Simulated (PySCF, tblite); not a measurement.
# C5H9BN radical: geometry, infrared bands and EPR parameters

What infrared bands and EPR parameters should C5H9BN radical (`[H]/[C]=C\CB(C)N=C`) show?

The runs use tblite 0.8.0 and PySCF 2.14.0, with density-fitted response routines of our own; the level of theory stands in each step. All values are computed, except where a source is named. Atoms count from 0, in the outputs and in this text.

### Step 1. The starting structure

16 atoms, charge 0, multiplicity 2; geometry from: force field or distance geometry start.

Bonds of the start (Å): C0–C1 1.32, C1–C2 1.48, C2–B3 1.60, B3–C4 1.59, B3–N5 1.51, N5–C6 1.27, C0–H7 1.10, C1–H8 1.10, C2–H9 1.10, C2–H10 1.12, C4–H11 1.10, C4–H12 1.12, C4–H13 1.10, C6–H14 1.08, C6–H15 1.09.

### Step 2. Relaxing the molecule with GFN2-xTB

What the job is given:

```
{"job": {"kind": "relax", "xc": "GFN2-xTB", "basis": "xTB"}, "charge": 0, "multiplicity": 2}
C     -2.232300    -1.007800     1.437700
C     -1.223500    -1.181400     0.599000
C     -1.026600    -0.326300    -0.595200
B      0.380400     0.398500    -0.377000
C      0.283500     1.955000    -0.085200
N      1.388300    -0.463600     0.347800
C      2.352800    -1.068200    -0.208600
H     -2.939400    -0.191400     1.206300
H     -0.500900    -1.982500     0.820000
H     -0.892400    -0.916000    -1.515800
H     -1.863200     0.419900    -0.671000
H      1.247200     2.412400     0.171500
H     -0.433600     2.167600     0.750300
H     -0.093900     2.461100    -0.990600
H      2.494100    -0.994800    -1.273900
H      3.051700    -1.673600     0.373300
```

Command:

```bash
OMP_NUM_THREADS=1 python probes_run.py task.json out
```

This one command runs all jobs of the session in turn.

**Question.** This job is followed by: GFN2-xTB harmonic vibrations, gas phase; UKS B3LYP, pcH-1 on B C H N, non-relativistic, mean-field spin-orbit, GIAO. What will the session give for the following? strongest single infrared mode (GFN2-xTB); zero-point energy (GFN2-xTB); g(iso) (B3LYP); ⟨S²⟩; largest a(iso) (averaged by class); potential on the surface of density 0.002 e/bohr³, 1st and 99th percentile.

The runs gave:

| quantity | value |
| --- | --- |
| strongest single infrared mode (GFN2-xTB) | 2938 cm⁻¹, 60 km/mol |
| zero-point energy (GFN2-xTB) | 78.8 kcal/mol |
| g(iso) (B3LYP) | 2.00219 |
| ⟨S²⟩ | 0.759 (exact 0.75) |
| largest a(iso) (averaged by class) | 13C on C0, 310.4 MHz |
| potential on the surface of density 0.002 e/bohr³, 1st and 99th percentile | -0.91 V and 1.11 V |

In words: Over 71 steps the energy fell by 1.209 eV; of the close pairs, B3–N5 changed most, 1.511 to 1.339 Å. No mode is imaginary among the 42: a minimum at this level. The strongest single mode, at 2938 cm⁻¹, moves mainly H14 and H15. GFN2-xTB is a fitted tight-binding method: band positions and strengths are rough. Its intensities can rank the bands wrongly. C0 carries the largest spin population, 1.03 e. The isotropic g lies 0.1 ppt below the free-electron value. These values are for one conformer; the search (at its own cheap level) found 2 more, at 0.14, 0.39 kcal/mol, and measured spectra average over such forms.
